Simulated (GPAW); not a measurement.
Here is a GPAW 26.7.0 calculation.

run.py

```python
from ase import Atoms
from ase.filters import FrechetCellFilter
from ase.io import write
from ase.optimize import BFGS
from gpaw import GPAW, PW

atoms = Atoms(['Ru', 'Se'],
              cell=[[3.18769231, 0.0, 0.0],
                    [0.0, 3.18769231, 0.0],
                    [0.0, 0.0, 3.18769231]],
              scaled_positions=[[0.0, 0.0, 0.0],
                                [0.5, 0.5, 0.5]],
              pbc=True)

calc = GPAW(mode=PW(600),
            xc='RPBE',
            kpts={'size': (8, 8, 8), 'gamma': True},
            occupations={'name': 'fermi-dirac', 'width': 0.05},
            nbands=22,
            convergence={'density': 1e-05, 'forces': 0.0001},
            maxiter=150,
            txt='gpaw.txt')
atoms.calc = calc
opt = BFGS(FrechetCellFilter(atoms), trajectory='relax.traj', logfile='-')
done = opt.run(fmax=0.02, steps=60)
calc.write('gs.gpw')
write('result.traj', atoms)
print('Converged:', done)
print('Cell:', atoms.cell.cellpar().round(4))
print('Volume:', round(atoms.get_volume(), 4))
print(atoms.get_scaled_positions().round(5))
```

Potentials or basis: the program's PAW data sets (release 1.2.1) made for this functional, pw.

Launch:

```bash
$ OMP_NUM_THREADS=1 python run.py
```

Problem. Estimate the relaxed cell.

Solution. a = 3.148 Å, b = 3.148 Å, c = 3.148 Å, α = 90.00°, β = 90.00°, γ = 90.00°.

Problem. Predict the relaxed volume.

Solution. 15.61 Å³/atom.

Final structure:
```cif
data_structure
_symmetry_space_group_name_H-M 'P 1'
_symmetry_Int_Tables_number 1
_cell_length_a 3.1485
_cell_length_b 3.1485
_cell_length_c 3.1485
_cell_angle_alpha 90.000
_cell_angle_beta 90.000
_cell_angle_gamma 90.000
_cell_volume 31.21
loop_
_atom_site_label
_atom_site_type_symbol
_atom_site_fract_x
_atom_site_fract_y
_atom_site_fract_z
_atom_site_occupancy
Ru1 Ru 0.00000 0.00000 0.00000 1
Se1 Se 0.50000 0.50000 0.50000 1
```

Caveat: later steps reuse the first step's grids.
